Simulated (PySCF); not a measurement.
# TiH₈O₄ (+2): ligand-field states

What do calculations give for the ligand-field states of TiH₈O₄ (+2)?

Programs: PySCF 2.14.0, with routines of our own; each step states its level. All values are computed. Atoms count from 0.

## (1) The starting structure

13 atoms, charge 2, states of the metal's open shell are computed; geometry from: model geometry, bond lengths from ionic radii.

## (2) Ligand-field states: state-averaged CASSCF

The job: settings as JSON, then the geometry in Å.

```
{"job": {"kind": "lf", "basis": {"metal": "x2c-TZVPall", "ligand": "x2c-SVPall"}, "nevpt": true}, "charge": 2, "metal": "Ti", "open_shell": "d2"}
Ti     0.000000     0.000000     0.000000
O      1.212435     1.212435     1.212436
H      0.996404     2.092420     1.544412
H      2.092420     0.996404     1.544412
O     -1.212435    -1.212435     1.212436
H     -0.996404    -2.092420     1.544412
H     -2.092420    -0.996404     1.544412
O     -1.212435     1.212435    -1.212436
H     -2.092420     0.996404    -1.544412
H     -0.996404     2.092420    -1.544412
O      1.212435    -1.212435    -1.212436
H      2.092420    -0.996404    -1.544412
H      0.996404    -2.092420    -1.544412
```

With the program's defaults for keys left out, this is: state-averaged CASSCF of the metal d shell, SC-NEVPT2 on the averaged canonical orbitals, state-interaction spin-orbit coupling.

Command:

```bash
OMP_NUM_THREADS=1 python lf_run.py task.json out
```

The driver reads the jobs from task.json and runs them one after another.

The program printed:

```text
basis functions 144, electrons 60, active (2e, 5o)
stage 1: DIIS on the effective Fock matrix, level shift 0.30
cycle   1  E = -1155.8022226395  dE = -1.156e+03  max|g| = 6.456e-01
cycle   2  E = -1156.3874737797  dE = -5.853e-01  max|g| = 1.398e-01
cycle   3  E = -1156.4110420386  dE = -2.357e-02  max|g| = 5.662e-02
cycle   4  E = -1156.4141096774  dE = -3.068e-03  max|g| = 3.007e-02
cycle   5  E = -1156.4148523203  dE = -7.426e-04  max|g| = 1.671e-02
cycle   6  E = -1156.4150030392  dE = -1.507e-04  max|g| = 8.599e-03
cycle   7  E = -1156.4150322866  dE = -2.925e-05  max|g| = 4.274e-03
cycle   8  E = -1156.4150381987  dE = -5.912e-06  max|g| = 2.094e-03
cycle   9  E = -1156.4150394670  dE = -1.268e-06  max|g| = 9.922e-04
cycle  10  E = -1156.4150397207  dE = -2.537e-07  max|g| = 4.520e-04
cycle  11  E = -1156.4150397727  dE = -5.201e-08  max|g| = 2.062e-04
cycle  12  E = -1156.4150397829  dE = -1.026e-08  max|g| = 9.209e-05
cycle  13  E = -1156.4150397850  dE = -2.083e-09  max|g| = 4.072e-05
cycle  14  E = -1156.4150397855  dE = -4.443e-10  max|g| = 1.779e-05
cycle  15  E = -1156.4150397855  dE = -8.981e-11  max|g| = 7.792e-06
converged average energy = -1156.4150397855

 mult deg   label        CASSCF/cm-1   NEVPT2/cm-1
   3   1   3B1                 0.0           0.0
   3   2   3E               3995.2        3657.9
   3   1   3A2              8291.7        8110.0
   3   1   3B2              7637.2        8270.4
   1   1   1A1             10883.9        8453.8
   3   2   3E               9565.5        9761.6
   1   1   1B1             12042.9        9999.3
   1   2   1E              15650.3       13384.8
   3   1   3A2             17842.5       15534.4
   3   2   3E              19293.2       17185.4
   1   1   1B2             19027.3       17428.4
   1   1   1A2             20045.7       18014.3
   1   1   1A1             20603.9       18845.9
   1   2   1E              21854.8       20047.0
   1   1   1B1             23116.4       21068.6
   1   1   1A1             24566.9       22877.3
   1   1   1B2             25366.1       23409.7
   1   2   1E              25756.0       23937.9
   1   1   1A1             47091.9       39782.0

spin-orbit levels / cm-1
      0.00  x1  3B1 1.00
      1.78  x2  3B1 1.00
   3610.78  x1  3E 1.00
   3618.64  x1  3E 1.00
   3666.67  x2  3E 1.00
   3707.90  x1  3E 1.00
   3714.76  x1  3E 1.00
   8076.31  x1  3A2 0.91 1A1 0.08
   8113.77  x2  3A2 0.99
   8254.08  x1  3B2 0.98
   8271.39  x2  3B2 0.99
   8496.58  x1  1A1 0.91 3A2 0.08
   9713.90  x1  3E 0.90 1B1 0.09
   9727.88  x1  3E 1.00
   9780.36  x2  3E 0.99
   9813.57  x1  3E 1.00
   9822.80  x1  3E 0.99
  10043.98  x1  1B1 0.91 3E 0.09
  13388.16  x2  1E 1.00
  15539.26  x1  3A2 1.00
  15544.60  x2  3A2 1.00
  17140.18  x1  3E 0.75 1B2 0.25
  17144.53  x1  3E 1.00
  17145.41  x1  3E 1.00
  17197.98  x2  3E 1.00
  17242.98  x1  3E 1.00
  17539.08  x1  1B2 0.75 3E 0.25
  18024.02  x1  1A2 1.00
  18857.55  x1  1A1 1.00
  20056.56  x2  1E 1.00
```

It took 12 s on 1 thread of Arm Neoverse N1, shared host; peak memory 0.3 GiB.

In short:

```tsv
quantity	value
spin-orbit constant ζ	111 cm⁻¹
```

Powder susceptibility:

```tsv
T (K)	χT (cm³ K/mol)	μ(eff)
2	0.816	2.55
5	0.895	2.67
10	0.909	2.70
20	0.916	2.71
30	0.921	2.71
50	0.929	2.73
75	0.939	2.74
100	0.949	2.75
150	0.968	2.78
200	0.988	2.81
250	1.007	2.84
300	1.026	2.87
```

The fields below are evaluated on a grid from the run's orbitals.

The spin density lies nearest to Ti0 91 %.

## (3) Ligand-field states: state-averaged CASSCF (bond length × 0.92)

The job: settings as JSON, then the geometry in Å.

```
{"job": {"kind": "lf", "basis": {"metal": "x2c-TZVPall", "ligand": "x2c-SVPall"}, "nevpt": true, "reuse": true}, "charge": 2, "metal": "Ti", "open_shell": "d2"}
Ti     0.000000     0.000000     0.000000
O      1.115441     1.115441     1.115441
H      0.899409     1.995425     1.447417
H      1.995425     0.899409     1.447417
O     -1.115441    -1.115441     1.115441
H     -0.899409    -1.995425     1.447417
H     -1.995425    -0.899409     1.447417
O     -1.115441     1.115441    -1.115441
H     -1.995425     0.899409    -1.447417
H     -0.899409     1.995425    -1.447417
O      1.115441    -1.115441    -1.115441
H      1.995425    -0.899409    -1.447417
H      0.899409    -1.995425    -1.447417
```

Level: state-averaged CASSCF of the metal d shell, SC-NEVPT2 on the averaged canonical orbitals, state-interaction spin-orbit coupling.

The program printed:

```text
basis functions 144, electrons 60, active (2e, 5o)
start from the orbitals of the previous structure
stage 1: DIIS on the effective Fock matrix, level shift 0.30
cycle   1  E = -1153.9369504491  dE = -1.154e+03  max|g| = 2.418e+00
cycle   2  E = -1156.2340997983  dE = -2.297e+00  max|g| = 3.150e-01
cycle   3  E = -1156.3395665442  dE = -1.055e-01  max|g| = 8.491e-02
cycle   4  E = -1156.3478981469  dE = -8.332e-03  max|g| = 2.165e-02
cycle   5  E = -1156.3491399404  dE = -1.242e-03  max|g| = 9.146e-03
cycle   6  E = -1156.3493717735  dE = -2.318e-04  max|g| = 5.020e-03
cycle   7  E = -1156.3494374642  dE = -6.569e-05  max|g| = 2.504e-03
cycle   8  E = -1156.3494540749  dE = -1.661e-05  max|g| = 1.164e-03
cycle   9  E = -1156.3494574279  dE = -3.353e-06  max|g| = 5.525e-04
cycle  10  E = -1156.3494582140  dE = -7.861e-07  max|g| = 2.477e-04
cycle  11  E = -1156.3494583720  dE = -1.580e-07  max|g| = 1.114e-04
cycle  12  E = -1156.3494584023  dE = -3.036e-08  max|g| = 5.158e-05
cycle  13  E = -1156.3494584091  dE = -6.722e-09  max|g| = 2.337e-05
cycle  14  E = -1156.3494584104  dE = -1.295e-09  max|g| = 1.041e-05
cycle  15  E = -1156.3494584106  dE = -2.299e-10  max|g| = 4.681e-06
converged average energy = -1156.3494584106

 mult deg   label        CASSCF/cm-1   NEVPT2/cm-1
   3   1   3B1                 0.0           0.0
   3   2   3E               5224.9        4229.7
   1   1   1A1              9210.1        6207.7
   1   1   1B1             11919.4        9782.1
   3   1   3A2             11368.7       10425.6
   3   1   3B2             11735.4       12422.2
   3   2   3E              13613.4       13291.2
   1   2   1E              16435.1       13490.4
   3   1   3A2             19798.9       17105.1
   1   1   1A2             21096.6       18668.0
   3   2   3E              22077.8       19785.1
   1   1   1A1             22706.0       20953.6
   1   1   1B2             22940.1       21155.9
   1   2   1E              23950.8       21855.8
   1   1   1B1             25227.9       22445.4
   1   1   1A1             27997.7       25788.1
   1   1   1B2             28831.2       26074.9
   1   2   1E              30037.6       27584.0
   1   1   1A1             49311.2       41669.1

spin-orbit levels / cm-1
      0.00  x1  3B1 1.00
      1.53  x2  3B1 1.00
   4192.08  x1  3E 1.00
   4199.14  x1  3E 1.00
   4237.04  x2  3E 1.00
   4266.82  x1  3E 1.00
   4274.99  x1  3E 1.00
   6215.61  x1  1A1 1.00
   9781.81  x1  1B1 1.00
  10429.85  x2  3A2 1.00
  10431.72  x1  3A2 1.00
  12414.01  x1  3B2 0.98
  12418.19  x2  3B2 0.99
  13270.18  x1  3E 1.00
  13287.68  x2  3E 0.90 1E 0.09
  13290.46  x1  3E 0.98
  13324.90  x1  3E 1.00
  13327.12  x1  3E 1.00
  13515.92  x2  1E 0.91 3E 0.09
  17110.12  x1  3A2 1.00
  17111.48  x2  3A2 1.00
  18673.42  x1  1A2 1.00
  19751.91  x1  3E 1.00
  19756.50  x1  3E 1.00
  19793.86  x2  3E 1.00
  19809.13  x1  3E 0.99
  19828.65  x1  3E 1.00
  20964.88  x1  1A1 1.00
  21181.99  x1  1B2 0.99
  21863.70  x2  1E 1.00
```

Run time: 9.2 s. Hardware: 1 thread of Arm Neoverse N1, shared host; peak memory 0.3 GiB.

In short:

```tsv
quantity	value
spin-orbit constant ζ	102 cm⁻¹
```

Powder susceptibility:

```tsv
T (K)	χT (cm³ K/mol)	μ(eff)
2	0.862	2.62
20	0.939	2.74
100	0.962	2.77
300	1.018	2.85
```

## (4) Ligand-field states: state-averaged CASSCF (bond length × 0.96)

The job: settings as JSON, then the geometry in Å.

```
{"job": {"kind": "lf", "basis": {"metal": "x2c-TZVPall", "ligand": "x2c-SVPall"}, "nevpt": true, "reuse": true}, "charge": 2, "metal": "Ti", "open_shell": "d2"}
Ti     0.000000     0.000000     0.000000
O      1.163938     1.163938     1.163938
H      0.947907     2.043922     1.495915
H      2.043922     0.947907     1.495915
O     -1.163938    -1.163938     1.163938
H     -0.947907    -2.043922     1.495915
H     -2.043922    -0.947907     1.495915
O     -1.163938     1.163938    -1.163938
H     -2.043922     0.947907    -1.495915
H     -0.947907     2.043922    -1.495915
O      1.163938    -1.163938    -1.163938
H      2.043922    -0.947907    -1.495915
H      0.947907    -2.043922    -1.495915
```

Level: state-averaged CASSCF of the metal d shell, SC-NEVPT2 on the averaged canonical orbitals, state-interaction spin-orbit coupling.

The program printed:

```text
basis functions 144, electrons 60, active (2e, 5o)
start from the orbitals of the previous structure
stage 1: DIIS on the effective Fock matrix, level shift 0.30
cycle   1  E = -1155.6413599899  dE = -1.156e+03  max|g| = 1.547e+00
cycle   2  E = -1156.3569989799  dE = -7.156e-01  max|g| = 1.893e-01
cycle   3  E = -1156.3885301684  dE = -3.153e-02  max|g| = 4.631e-02
cycle   4  E = -1156.3911962157  dE = -2.666e-03  max|g| = 1.214e-02
cycle   5  E = -1156.3914802003  dE = -2.840e-04  max|g| = 5.270e-03
cycle   6  E = -1156.3915285578  dE = -4.836e-05  max|g| = 2.219e-03
cycle   7  E = -1156.3915379412  dE = -9.383e-06  max|g| = 1.077e-03
cycle   8  E = -1156.3915399439  dE = -2.003e-06  max|g| = 5.409e-04
cycle   9  E = -1156.3915403598  dE = -4.159e-07  max|g| = 2.591e-04
cycle  10  E = -1156.3915404411  dE = -8.128e-08  max|g| = 1.216e-04
cycle  11  E = -1156.3915404571  dE = -1.600e-08  max|g| = 5.586e-05
cycle  12  E = -1156.3915404600  dE = -2.892e-09  max|g| = 2.574e-05
cycle  13  E = -1156.3915404605  dE = -5.043e-10  max|g| = 1.192e-05
cycle  14  E = -1156.3915404606  dE = -9.140e-11  max|g| = 5.500e-06
converged average energy = -1156.3915404606

 mult deg   label        CASSCF/cm-1   NEVPT2/cm-1
   3   1   3B1                 0.0           0.0
   3   2   3E               4613.0        4004.6
   1   1   1A1             10215.8        7538.3
   3   1   3A2              9754.8        9258.5
   1   1   1B1             12002.9        9916.8
   3   1   3B2              9470.8       10141.3
   3   2   3E              11453.0       11445.9
   1   2   1E              16102.1       13552.7
   3   1   3A2             18744.6       16288.9
   1   1   1A2             20550.7       18352.3
   3   2   3E              20551.4       18371.2
   1   1   1B2             20794.9       19135.9
   1   1   1A1             21519.7       19762.4
   1   2   1E              22821.5       20897.3
   1   1   1B1             24141.1       21795.1
   1   1   1A1             26161.7       24276.9
   1   1   1B2             26980.8       24704.8
   1   2   1E              27704.4       25639.0
   1   1   1A1             48099.1       40652.1

spin-orbit levels / cm-1
      0.00  x1  3B1 1.00
      1.63  x2  3B1 1.00
   3960.88  x1  3E 1.00
   3968.23  x1  3E 1.00
   4012.57  x2  3E 1.00
   4050.36  x1  3E 1.00
   4056.99  x1  3E 1.00
   7539.31  x1  1A1 0.99
   9262.78  x2  3A2 1.00
   9268.76  x1  3A2 0.99
   9865.05  x1  1B1 0.83 3B2 0.16
  10140.59  x2  3B2 0.99
  10185.81  x1  3B2 0.83 1B1 0.17
  11417.98  x1  3E 1.00
  11438.19  x1  3E 0.99
  11461.23  x2  3E 0.99
  11489.05  x1  3E 1.00
  11494.20  x1  3E 1.00
  13558.32  x2  1E 1.00
  16293.74  x1  3A2 1.00
  16296.97  x2  3A2 1.00
  18311.64  x1  3E 0.67 1A2 0.33
  18333.68  x1  3E 1.00
  18381.53  x2  3E 1.00
  18383.85  x1  3E 0.95 1B2 0.05
  18383.91  x1  1A2 0.67 3E 0.33
  18422.18  x1  3E 1.00
  19181.37  x1  1B2 0.95 3E 0.05
  19773.76  x1  1A1 1.00
  20905.92  x2  1E 1.00
```

Wall time 8.7 s (1 thread of Arm Neoverse N1, shared host); peak memory 0.3 GiB.

In short:

```tsv
quantity	value
spin-orbit constant ζ	107 cm⁻¹
```

Powder susceptibility:

```tsv
T (K)	χT (cm³ K/mol)	μ(eff)
2	0.843	2.60
20	0.929	2.73
100	0.956	2.77
300	1.022	2.86
```

## (5) Ligand-field states: state-averaged CASSCF (bond length × 1.04)

The job: settings as JSON, then the geometry in Å.

```
{"job": {"kind": "lf", "basis": {"metal": "x2c-TZVPall", "ligand": "x2c-SVPall"}, "nevpt": true, "reuse": true}, "charge": 2, "metal": "Ti", "open_shell": "d2"}
Ti     0.000000     0.000000     0.000000
O      1.260933     1.260933     1.260933
H      1.044901     2.140917     1.592910
H      2.140917     1.044901     1.592910
O     -1.260933    -1.260933     1.260933
H     -1.044901    -2.140917     1.592910
H     -2.140917    -1.044901     1.592910
O     -1.260933     1.260933    -1.260933
H     -2.140917     1.044901    -1.592910
H     -1.044901     2.140917    -1.592910
O      1.260933    -1.260933    -1.260933
H      2.140917    -1.044901    -1.592910
H      1.044901    -2.140917    -1.592910
```

With the program's defaults for keys left out, this is: state-averaged CASSCF of the metal d shell, SC-NEVPT2 on the averaged canonical orbitals, state-interaction spin-orbit coupling.

The program printed:

```text
basis functions 144, electrons 60, active (2e, 5o)
start from the orbitals of the previous structure
stage 1: DIIS on the effective Fock matrix, level shift 0.30
cycle   1  E = -1154.7298259535  dE = -1.155e+03  max|g| = 2.222e+00
cycle   2  E = -1156.3397887070  dE = -1.610e+00  max|g| = 3.369e-01
cycle   3  E = -1156.4171231642  dE = -7.733e-02  max|g| = 7.344e-02
cycle   4  E = -1156.4244430913  dE = -7.320e-03  max|g| = 2.663e-02
cycle   5  E = -1156.4253080717  dE = -8.650e-04  max|g| = 1.145e-02
cycle   6  E = -1156.4254863234  dE = -1.783e-04  max|g| = 4.731e-03
cycle   7  E = -1156.4255221228  dE = -3.580e-05  max|g| = 2.132e-03
cycle   8  E = -1156.4255287950  dE = -6.672e-06  max|g| = 1.058e-03
cycle   9  E = -1156.4255300387  dE = -1.244e-06  max|g| = 5.269e-04
cycle  10  E = -1156.4255302429  dE = -2.042e-07  max|g| = 2.589e-04
cycle  11  E = -1156.4255302851  dE = -4.224e-08  max|g| = 1.243e-04
cycle  12  E = -1156.4255302934  dE = -8.311e-09  max|g| = 6.008e-05
cycle  13  E = -1156.4255302960  dE = -2.529e-09  max|g| = 2.882e-05
cycle  14  E = -1156.4255302966  dE = -5.984e-10  max|g| = 1.341e-05
cycle  15  E = -1156.4255302967  dE = -1.098e-10  max|g| = 6.259e-06
converged average energy = -1156.4255302967

 mult deg   label        CASSCF/cm-1   NEVPT2/cm-1
   3   1   3B1                 0.0           0.0
   3   2   3E               3412.4        3257.4
   3   1   3B2              6155.8        6737.9
   3   1   3A2              6995.6        7020.6
   3   2   3E               7945.5        8258.7
   1   1   1A1             11309.4        9060.7
   1   1   1B1             12048.5       10039.8
   1   2   1E              15143.7       13071.7
   3   1   3A2             17075.2       14855.7
   1   1   1B2             17574.8       15994.0
   3   2   3E              18250.1       16184.9
   1   1   1A2             19595.1       17680.5
   1   1   1A1             19893.1       18139.3
   1   2   1E              21041.1       19307.4
   1   1   1B1             22177.8       20323.4
   1   1   1A1             23208.7       21626.2
   1   1   1B2             23978.5       22221.4
   1   2   1E              24147.4       22476.4
   1   1   1A1             46255.8       39036.0

spin-orbit levels / cm-1
      0.00  x1  3B1 1.00
      1.98  x2  3B1 1.00
   3208.89  x1  3E 1.00
   3217.55  x1  3E 1.00
   3267.37  x2  3E 1.00
   3309.48  x1  3E 1.00
   3317.19  x1  3E 1.00
   6725.82  x1  3B2 0.99
   6739.67  x2  3B2 0.99
   7014.16  x1  3A2 0.98
   7024.54  x2  3A2 0.99
   8220.71  x1  3E 1.00
   8231.56  x1  3E 0.98
   8281.60  x2  3E 0.99
   8318.54  x1  3E 1.00
   8328.32  x1  3E 0.99
   9078.58  x1  1A1 0.99
  10057.17  x1  1B1 1.00
  13073.50  x2  1E 0.99
  14860.89  x1  3A2 1.00
  14868.37  x2  3A2 0.99
  15911.56  x1  1B2 0.78 3E 0.22
  16142.02  x1  3E 1.00
  16144.35  x1  3E 0.99
  16200.42  x2  3E 1.00
  16248.29  x1  3E 1.00
  16339.37  x1  3E 0.78 1B2 0.22
  17690.98  x1  1A2 1.00
  18151.49  x1  1A1 1.00
  19318.05  x2  1E 1.00
```

It took 8.9 s on 1 thread of Arm Neoverse N1, shared host; peak memory 0.3 GiB.

From this job:

```tsv
quantity	value
spin-orbit constant ζ	114 cm⁻¹
```

Powder susceptibility:

```tsv
T (K)	χT (cm³ K/mol)	μ(eff)
2	0.781	2.50
20	0.901	2.68
100	0.939	2.74
300	1.031	2.87
```

## (6) Ligand-field states: state-averaged CASSCF (bond length × 1.08)

The job: settings as JSON, then the geometry in Å.

```
{"job": {"kind": "lf", "basis": {"metal": "x2c-TZVPall", "ligand": "x2c-SVPall"}, "nevpt": true, "reuse": true}, "charge": 2, "metal": "Ti", "open_shell": "d2"}
Ti     0.000000     0.000000     0.000000
O      1.309430     1.309430     1.309431
H      1.093399     2.189414     1.641407
H      2.189414     1.093399     1.641407
O     -1.309430    -1.309430     1.309431
H     -1.093399    -2.189414     1.641407
H     -2.189414    -1.093399     1.641407
O     -1.309430     1.309430    -1.309431
H     -2.189414     1.093399    -1.641407
H     -1.093399     2.189414    -1.641407
O      1.309430    -1.309430    -1.309431
H      2.189414    -1.093399    -1.641407
H      1.093399    -2.189414    -1.641407
```

With the program's defaults for keys left out, this is: state-averaged CASSCF of the metal d shell, SC-NEVPT2 on the averaged canonical orbitals, state-interaction spin-orbit coupling.

The program printed:

```text
basis functions 144, electrons 60, active (2e, 5o)
start from the orbitals of the previous structure
stage 1: DIIS on the effective Fock matrix, level shift 0.30
cycle   1  E = -1156.1488998735  dE = -1.156e+03  max|g| = 1.027e+00
cycle   2  E = -1156.4121090288  dE = -2.632e-01  max|g| = 1.592e-01
cycle   3  E = -1156.4253607628  dE = -1.325e-02  max|g| = 3.247e-02
cycle   4  E = -1156.4267610035  dE = -1.400e-03  max|g| = 1.200e-02
cycle   5  E = -1156.4269431393  dE = -1.821e-04  max|g| = 5.233e-03
cycle   6  E = -1156.4269746283  dE = -3.149e-05  max|g| = 1.981e-03
cycle   7  E = -1156.4269806343  dE = -6.006e-06  max|g| = 8.345e-04
cycle   8  E = -1156.4269817956  dE = -1.161e-06  max|g| = 4.362e-04
cycle   9  E = -1156.4269820157  dE = -2.201e-07  max|g| = 2.174e-04
cycle  10  E = -1156.4269820559  dE = -4.020e-08  max|g| = 1.104e-04
cycle  11  E = -1156.4269820641  dE = -8.226e-09  max|g| = 5.314e-05
cycle  12  E = -1156.4269820658  dE = -1.697e-09  max|g| = 2.572e-05
cycle  13  E = -1156.4269820663  dE = -4.984e-10  max|g| = 1.213e-05
cycle  14  E = -1156.4269820664  dE = -1.239e-10  max|g| = 5.636e-06
converged average energy = -1156.4269820664

 mult deg   label        CASSCF/cm-1   NEVPT2/cm-1
   3   1   3B1                 0.0           0.0
   3   2   3E               2884.7        2846.5
   3   1   3B2              4961.1        5484.4
   3   1   3A2              5866.2        6017.1
   3   2   3E               6571.9        6941.3
   1   1   1A1             11561.5        9441.2
   1   1   1B1             12026.1       10044.4
   1   2   1E              14626.0       12678.0
   3   1   3A2             16426.5       14257.5
   1   1   1B2             16382.9       14793.1
   3   2   3E              17383.8       15337.5
   1   1   1A2             19201.7       17366.5
   1   1   1A1             19338.5       17591.8
   1   2   1E              20363.5       18673.0
   1   1   1B1             21340.9       19603.6
   1   1   1A1             22070.5       20537.2
   1   1   1B2             22801.0       21158.3
   1   2   1E              22830.9       21238.2
   1   1   1A1             45564.1       38399.9

spin-orbit levels / cm-1
      0.00  x1  3B1 1.00
      2.24  x2  3B1 1.00
   2797.82  x1  3E 1.00
   2807.63  x1  3E 1.00
   2857.97  x2  3E 1.00
   2899.23  x1  3E 1.00
   2908.21  x1  3E 1.00
   5473.44  x1  3B2 0.99
   5487.57  x2  3B2 0.99
   6011.55  x1  3A2 0.98
   6020.26  x2  3A2 0.99
   6900.71  x1  3E 1.00
   6915.37  x1  3E 0.98
   6969.55  x2  3E 0.98
   7008.24  x1  3E 1.00
   7024.50  x1  3E 0.98
   9455.23  x1  1A1 1.00
  10059.19  x1  1B1 1.00
  12678.75  x2  1E 0.99
  14263.11  x1  3A2 0.99
  14272.41  x2  3A2 0.99
  14756.55  x1  1B2 0.93 3E 0.07
  15293.55  x1  3E 1.00
  15298.02  x1  3E 0.99
  15356.46  x2  3E 0.99
  15406.05  x1  3E 1.00
  15452.20  x1  3E 0.93 1B2 0.07
  17378.35  x1  1A2 1.00
  17604.95  x1  1A1 1.00
  18685.10  x2  1E 1.00
```

Wall time 8.7 s (1 thread of Arm Neoverse N1, shared host); peak memory 0.3 GiB.

In short:

```tsv
quantity	value
spin-orbit constant ζ	116 cm⁻¹
```

Powder susceptibility:

```tsv
T (K)	χT (cm³ K/mol)	μ(eff)
2	0.736	2.43
20	0.882	2.65
100	0.928	2.72
300	1.038	2.88
```

## (7) Ligand field across the series

From the NEVPT2 states (cm⁻¹; the spread is that of the fitted one-electron ligand-field levels):

```tsv
step	setting	ground state	next state	orbital spread	Racah B	ζ	μ(eff), 300 K
2	as given	3B1	3E at 3658	7554	663	111	2.87
3	bond length × 0.92	3B1	3E at 4230	11425	624	102	2.85
4	bond length × 0.96	3B1	3E at 4005	9282	646	107	2.86
5	bond length × 1.04	3B1	3E at 3257	6153	677	114	2.87
6	bond length × 1.08	3B1	3E at 2846	5012	688	116	2.88
```

## (8) Summary of results

| quantity | value |
| --- | --- |
| spin-orbit constant ζ (step 2, state-averaged CASSCF) | 111 cm⁻¹ |
| ground multiplicity, μ(eff) at 300 K (step 2, 4 donors at 2.10 Å) | 3, 2.87 μB |
| ground multiplicity, μ(eff) at 300 K (step 3, 4 donors at 1.93 Å) | 3, 2.85 μB |
| ground multiplicity, μ(eff) at 300 K (step 4, 4 donors at 2.02 Å) | 3, 2.86 μB |
| ground multiplicity, μ(eff) at 300 K (step 5, 4 donors at 2.18 Å) | 3, 2.87 μB |
| ground multiplicity, μ(eff) at 300 K (step 6, 4 donors at 2.27 Å) | 3, 2.88 μB |

In step 2, χT goes from 0.82 at 2 K to 1.03 cm³ K/mol at 300 K, as higher levels fill or mix in. The spread of the ligand-field levels runs from 5012 cm⁻¹ (bond length × 1.08) to 11425 cm⁻¹ (bond length × 0.92); μ(eff) at 300 K: 2.85 to 2.88 μB.
